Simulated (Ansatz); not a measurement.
# EuIn: spin spirals, part 2 of 2

Is the ferromagnetic state of EuIn stable against spirals with wavevectors from Γ to M? The runs shown use LAPW. Companion runs by PAW are cited.

Ansatz 0.2.0; DFT PBEsol; a Materials Project cell. The steps go on from the part before.

## 4. Spiral at 1 of the way from Γ to M, LAPW

Input file input.yaml:

```yaml
crystal:
  lattice:
    - [3.794564, 0.0, 0.0]
    - [0.0, 3.794564, 0.0]
    - [0.0, 0.0, 4.300742]
  atoms:
    - { symbol: Eu, position: [0.0, 0.0, 0.0], spin: 6.8, spin_axis: [1.0, 0.0, 0.0] }
    - { symbol: In, position: [0.5, 0.5, 0.5] }
magnetization:
  noncollinear: true
  spin_spiral: { q: [0.5, 0.5, 0.0] }
kpoints:
  mp_grid: { grid: [12, 12, 8] }
scf:
  occupations: { method: fermi_dirac, width: 0.05 }
hamiltonian:
  xc: pbesol
  pseudopotentials: { kind: all_electron, lapw: { basis_error: 0.0005 } }
output:
  eigenvalues: false
```

On the command line:

```console
$ ansatz run input.yaml --threads 2 --pin off --max-ram 5120MiB --backend cpu --events-out ev --progress --plain --runs-dir out
```

Output:

```text
settings of this run that can trade accuracy for cost: output.eigenvalues: false. Do not mix this run's numbers with those of runs without the same settings; the input reference describes each key
LAPW: plane waves up to 7.303 Å⁻¹, error target 5.0e-4 eV per atom; small_component_spin mean_spin; In in spheres of 1.594 Å, 21 of its electrons in bands, Dirac shells []; Eu in spheres of 1.845 Å, 27 of its electrons in bands, Dirac shells []
band count auto-derived: 62 (N_el = 48.0; filled up to band 48; 58 by the electrons, moments and atoms)
Engine: ansatz 0.2.0
Pseudopotentials: kind: all_electron
Pseudopotential: Eu, LAPW, valence charge 27, Koelling and Harmon's equation, gaussian nucleus
Pseudopotential: In, LAPW, valence charge 21, Koelling and Harmon's equation, gaussian nucleus
Functional definition: PBEsol
  exchange = pbesol_x
  correlation = pbesol_c
Crystal: 2 atoms, lattice volume = 61.925 Å³
Basis set: ecut = 203.22724149146907 eV, 445 PW (Γ), exchange–correlation at level 2
Bands: 62, of which v1, the nominal top of the filled ones, is band 48 counted from 1 (47 counted from 0)
Symmetry: 4 space group operations
k-points: 215 of 1152
Spin spiral: q = (0.5, 0.5, 0) of the reciprocal vectors; moments are told in the frame that turns with it, a site's in that at the site
Non-local potential: Eu, projectors of the file, none
Non-local potential: In, projectors of the file, none
Initial density: superposition of atomic densities (chi_scale 0.1, normalization cell)
Starting moments: Σ|m| = 6.8 μB on 1 of 2 sites
Initial wavefunctions: plane waves of lowest kinetic energy (no species holds an atomic orbital)
Functional: x = pbesol(κ = 0.804, μ = 0.12345679012345678), c = pbesol(β = 0.046)
iter 1 solved again at ethr=1.72e-3 eV; its pass at ethr=1.00e-1 eV (dr2=8.25e-1 eV) is discarded
SCF iter   1: F=—  HF=-454944.391060 eV  |F-HF|=—  |Δ(HF+E_count)|=         —  Δρ=2.37e-2  dr2=8.26e-1  dr2_m=6.19e-2  ethr=1.72e-3  |M|=5.52e0 ∫|m|=6.02e0 μB  β_m=0.30  ⟨swp⟩=2.0  Hψ=83639  notcnv=0
preconditioner: auto → Kerker (q_TF=auto, 2.615 Å⁻¹)  [metal: Δε(μ)=0.001 eV  Ē_g=12.574 eV  σ=0.050 eV  W_gap=0.01  n_scr=18 (ndim 8)  ℏωp=25.0 eV  f_vac=0.000  D(μ)=13.29/eV (n_scr^D=260)]
spin=Noncollinear: Kerker preconditioning applied to the charge; magnetization (m_x, m_y, m_z) channels mix plain (no charge-response kernel on spin).
SCF iter   2: F=—  HF=-454946.694977 eV  |F-HF|=—  |Δ(HF+E_count)|=    2.30e0  Δρ=1.83e-2  dr2=5.31e-1  dr2_m=4.75e-3  ethr=1.72e-3  |M|=6.35e0 ∫|m|=6.81e0 μB  β_m=1.00  ⟨swp⟩=3.0  Hψ=43011  notcnv=0
iter 3 solved again at ethr=9.23e-5 eV; its pass at ethr=1.11e-3 eV (dr2=4.43e-2 eV) is discarded
SCF iter   3: F=—  HF=-454944.206907 eV  |F-HF|=—  |Δ(HF+E_count)|=    2.49e0  Δρ=8.12e-3  dr2=4.43e-2  dr2_m=9.40e-3  ethr=9.23e-5  |M|=6.64e0 ∫|m|=7.15e0 μB  β_m=1.00  ⟨swp⟩=2.0  Hψ=68327  notcnv=0
SCF iter   4: F=—  HF=-454943.930420 eV  |F-HF|=—  |Δ(HF+E_count)|=   2.76e-1  Δρ=1.57e-2  dr2=2.68e-1  dr2_m=3.51e-2  ethr=9.23e-5  |M|=6.01e0 ∫|m|=6.54e0 μB  β_m=0.30  ⟨swp⟩=3.0  Hψ=45622  notcnv=0
SCF iter   5: F=—  HF=-454943.888858 eV  |F-HF|=—  |Δ(HF+E_count)|=   4.16e-2  Δρ=3.82e-3  dr2=1.15e-2  dr2_m=2.09e-3  ethr=9.23e-5  |M|=6.59e0 ∫|m|=7.14e0 μB  β_m=1.00  ⟨swp⟩=2.8  Hψ=42959  notcnv=0
SCF iter   6: F=—  HF=-454943.867942 eV  |F-HF|=—  |Δ(HF+E_count)|=         —  Δρ=2.72e-3  dr2=7.43e-3  dr2_m=2.96e-5  ethr=2.39e-5  |M|=6.58e0 ∫|m|=7.14e0 μB  β_m=0.30  ⟨swp⟩=2.0  Hψ=38215  notcnv=0
the basis was enlarged: its passes take 19.3 MiB over the memory plan, 2 of 2 planned eigensolver slots
SCF iter   7: F=—  HF=-454943.851721 eV  |F-HF|=—  |Δ(HF+E_count)|=   1.62e-2  Δρ=7.95e-3  dr2=4.66e-2  dr2_m=8.99e-3  ethr=1.55e-5  |M|=6.27e0 ∫|m|=6.83e0 μB  β_m=0.30  ⟨swp⟩=3.0  Hψ=44104  notcnv=0
SCF iter   8: F=—  HF=-454943.824117 eV  |F-HF|=—  |Δ(HF+E_count)|=   2.76e-2  Δρ=7.61e-4  dr2=2.55e-4  dr2_m=2.23e-5  ethr=1.55e-5  |M|=6.49e0 ∫|m|=7.05e0 μB  β_m=1.00  ⟨swp⟩=2.0  Hψ=41182  notcnv=0
SCF iter   9: F=—  HF=-454943.823559 eV  |F-HF|=—  |Δ(HF+E_count)|=   5.58e-4  Δρ=4.01e-4  dr2=8.91e-5  dr2_m=3.39e-5  ethr=5.32e-7  |M|=6.48e0 ∫|m|=7.04e0 μB  β_m=0.30  ⟨swp⟩=3.0  Hψ=40490  notcnv=0
SCF iter  10: F=—  HF=-454943.823725 eV  |F-HF|=—  |Δ(HF+E_count)|=   1.67e-4  Δρ=3.17e-4  dr2=7.42e-5  dr2_m=1.51e-5  ethr=1.86e-7  |M|=6.48e0 ∫|m|=7.05e0 μB  β_m=0.30  ⟨swp⟩=2.0  Hψ=39931  notcnv=0
SCF iter  11: F=—  HF=-454943.823727 eV  |F-HF|=—  |Δ(HF+E_count)|=   1.44e-6  Δρ=3.54e-4  dr2=1.36e-5  dr2_m=2.19e-5  ethr=1.55e-7  |M|=6.47e0 ∫|m|=7.04e0 μB  β_m=0.30  ⟨swp⟩=2.0  Hψ=39932  notcnv=0
SCF iter  12: F=—  HF=-454943.823799 eV  |F-HF|=—  |Δ(HF+E_count)|=   7.19e-5  Δρ=2.75e-4  dr2=1.62e-5  dr2_m=1.32e-5  ethr=2.82e-8  |M|=6.47e0 ∫|m|=7.04e0 μB  β_m=0.30  ⟨swp⟩=2.9  Hψ=40240  notcnv=0
SCF iter  13: F=—  HF=-454943.823833 eV  |F-HF|=—  |Δ(HF+E_count)|=   3.41e-5  Δρ=1.27e-4  dr2=4.10e-7  dr2_m=3.72e-6  ethr=2.82e-8  |M|=6.47e0 ∫|m|=7.04e0 μB  β_m=0.30  ⟨swp⟩=2.2  Hψ=39981  notcnv=0
SCF iter  14: F=—  HF=-454943.823849 eV  |F-HF|=—  |Δ(HF+E_count)|=   1.62e-5  Δρ=1.18e-4  dr2=1.17e-6  dr2_m=2.85e-6  ethr=8.54e-10  |M|=6.47e0 ∫|m|=7.04e0 μB  β_m=0.30  ⟨swp⟩=3.0  Hψ=42124  notcnv=0
Mixer restart at iter 14: flushing history
spin-set hold released at iteration 14 (site moments contracting): the magnetisation degrees of freedom join the quasi-Newton model from the next iteration; the mixer history was flushed
SCF iter  15: F=—  HF=-454943.823861 eV  |F-HF|=—  |Δ(HF+E_count)|=   1.15e-5  Δρ=6.20e-5  dr2=2.20e-7  dr2_m=1.07e-6  ethr=8.54e-10  |M|=6.47e0 ∫|m|=7.05e0 μB  β_m=0.46  ⟨swp⟩=3.0  Hψ=41450  notcnv=0
SCF iter  16: F=—  HF=-454943.823953 eV  |F-HF|=—  |Δ(HF+E_count)|=   9.27e-5  Δρ=2.10e-4  dr2=5.59e-5  dr2_m=6.42e-6  ethr=4.59e-10  |M|=6.47e0 ∫|m|=7.04e0 μB  β_m=0.12  ⟨swp⟩=3.6  Hψ=44865  notcnv=0  recentre
SCF iter  17: F=—  HF=-454943.823870 eV  |F-HF|=—  |Δ(HF+E_count)|=   8.38e-5  Δρ=4.33e-5  dr2=7.03e-7  dr2_m=4.77e-7  ethr=4.59e-10  |M|=6.47e0 ∫|m|=7.05e0 μB  β_m=0.45  ⟨swp⟩=3.1  Hψ=43975  notcnv=0
SCF iter  18: F=—  HF=-454943.823875 eV  |F-HF|=—  |Δ(HF+E_count)|=   5.29e-6  Δρ=2.40e-5  dr2=2.89e-8  dr2_m=9.95e-8  ethr=4.59e-10  |M|=6.47e0 ∫|m|=7.05e0 μB  β_m=0.73  ⟨swp⟩=3.3  Hψ=43564  notcnv=0
SCF iter  19: F=—  HF=-454943.823875 eV  |F-HF|=—  |Δ(HF+E_count)|=   4.31e-7  Δρ=1.16e-5  dr2=1.05e-8  dr2_m=2.30e-8  ethr=6.02e-11  |M|=6.47e0 ∫|m|=7.05e0 μB  β_m=0.86  ⟨swp⟩=3.0  Hψ=41940  notcnv=0
SCF iter  20: F=-454943.823875 eV  HF=-454943.823875 eV  |F-HF|=2.47e-8  |Δ(HF+E_count)|=   1.17e-7  Δρ=1.70e-6  dr2=5.15e-9  dr2_m=1.25e-10  ethr=2.18e-11  |M|=6.47e0 ∫|m|=7.05e0 μB  ⟨swp⟩=3.3  Hψ=43360  notcnv=0
SCF 1 converged in 20 iterations: F = -454943.823875 eV  dr2 = 5.15e-9
WARN: this state was not checked for a lower one beside it: the run's test of it (scf.lower_state_search) could not run behind this SCF: none is made under non-collinear spin (noncollinear)
SCF converged after 20 iterations
Magnetization: |M| = 6.4731 μB,  M = (+6.4731, +0.0000, +0.0000) μB
Absolute magnetization: 7.0472 μB (∫|m|)
  site 0: m = (+6.9093, +0.0000, +0.0000) μB, |m| = 6.9093 μB  (R = 1.84 Å)
  site 1: m = (+0.0000, +0.0000, +0.0000) μB, |m| = 0.0000 μB  (R = 1.59 Å)
Free energy (F): -454943.823875 eV
Harris-Foulkes:  -454943.823875 eV  (|F-HF|=2.47e-8)
Internal energy: -454943.806111 eV  (E = F + TS)
E sigma→0 (E₀):  -454943.814993 eV
Entropy (-TS):   -0.017764 eV (-8.882 meV/atom)
Fermi energy:    12.964713 eV
--- Per-component energies (eV) ---
  E_band       = -1698.865861
  E_kinetic    = 487642.190331
  E_xc         = -10797.629026
  E_electrostatic = -931788.367417  (all electrons and nuclei)
  E_smearing   = -0.017764  (= −TS)
  E_closure    = 0.000000  (closes the sum)
  E_atoms      = -454929.323148  (free atoms, spherical and without spin; not in F)
  Σ components = -454943.823875   (vs F -454943.823875, Δ=0.00e0)
  Basis errors (estimates in eV, not in F): energy 9.8e-5 per atom: plane waves 5.6e-5 (3.0e-5 summed), levels above the bands 2.7e-38, relativity 1.1e-8, radial functions 4.2e-5, core shells 2.7e-7; eigenvalues (radial functions only) 8.0e-7; not estimated: angular momenta, meshes, grids; target (lapw.basis_error) 5.0e-4; muffin-tin radii In 1.594 Å, Eu 1.845 Å
settings of this run that can trade accuracy for cost: output.eigenvalues: false. Do not mix this run's numbers with those of runs without the same settings; the input reference describes each key
```

Run time: 10 min. Hardware: 2 threads of Intel Xeon Platinum 8259CL at 2.50GHz (Skylake/Cascade Lake), shared host; peak memory 2.4 GiB.

Result: moment of the cell in the turning frame 6.47 μB; moments (x, y, z) Eu1 (6.91, 0.00, 0.00) μB.

## 5. Side by side

The PAW rows are taken from companion runs at the same settings.

Free energies are per magnetic atom (1 in the cell), from each method's spiral at q = 0. Moments are those in the frame that turns with the spiral.

```
                                    run  method  energy from the method's reference (meV/magnetic atom)  total moment (μB)  largest site moment (μB)  cycles     time
    0 of Γ–M, q = (0.000, 0.000, 0.000)    LAPW                                                     0.0               7.07                      6.94      20  6.1 min
0.833 of Γ–M, q = (0.417, 0.417, 0.000)    LAPW                                                    -2.4               6.65                      6.91      20   10 min
    1 of Γ–M, q = (0.500, 0.500, 0.000)    LAPW                                                    -1.7               6.47                      6.91      20   10 min
    0 of Γ–M, q = (0.000, 0.000, 0.000)     PAW                                                     0.0               7.07                      6.83      20     99 s
0.167 of Γ–M, q = (0.083, 0.083, 0.000)     PAW                                                    -1.2               7.04                      6.83      18  2.3 min
0.333 of Γ–M, q = (0.167, 0.167, 0.000)     PAW                                                    -1.7               7.00                      6.83      20  2.7 min
  0.5 of Γ–M, q = (0.250, 0.250, 0.000)     PAW                                                    -1.1               6.91                      6.83      20  2.8 min
0.667 of Γ–M, q = (0.333, 0.333, 0.000)     PAW                                                    -1.9               6.79                      6.83      22  3.1 min
0.833 of Γ–M, q = (0.417, 0.417, 0.000)     PAW                                                    -2.3               6.64                      6.82      21  3.4 min
    1 of Γ–M, q = (0.500, 0.500, 0.000)     PAW                                                    -1.6               6.47                      6.82      21  3.1 min
```

## 6. Results

What follows sums up all 2 parts.

| quantity | value |
| --- | --- |
| lowest of the spirals run (LAPW) | 0.833 of Γ–M, -2.4 meV |
| energy at 1 of Γ–M (LAPW) | -1.7 meV |
| lowest of the spirals run (PAW) | 0.833 of Γ–M, -2.3 meV |
| energy at 1 of Γ–M (PAW) | -1.6 meV |

By LAPW a spiral at 0.833 of Γ–M lies 2.4 meV a magnetic atom under q = 0, a dip that this mesh may not resolve. No U acts on the open f shell, so these are results of the method and may differ from the real material's. The magnetic state is the one reached from the start moments in this cell; it needn't be the ground state. The k mesh (12×12×8) wasn't tested for convergence.
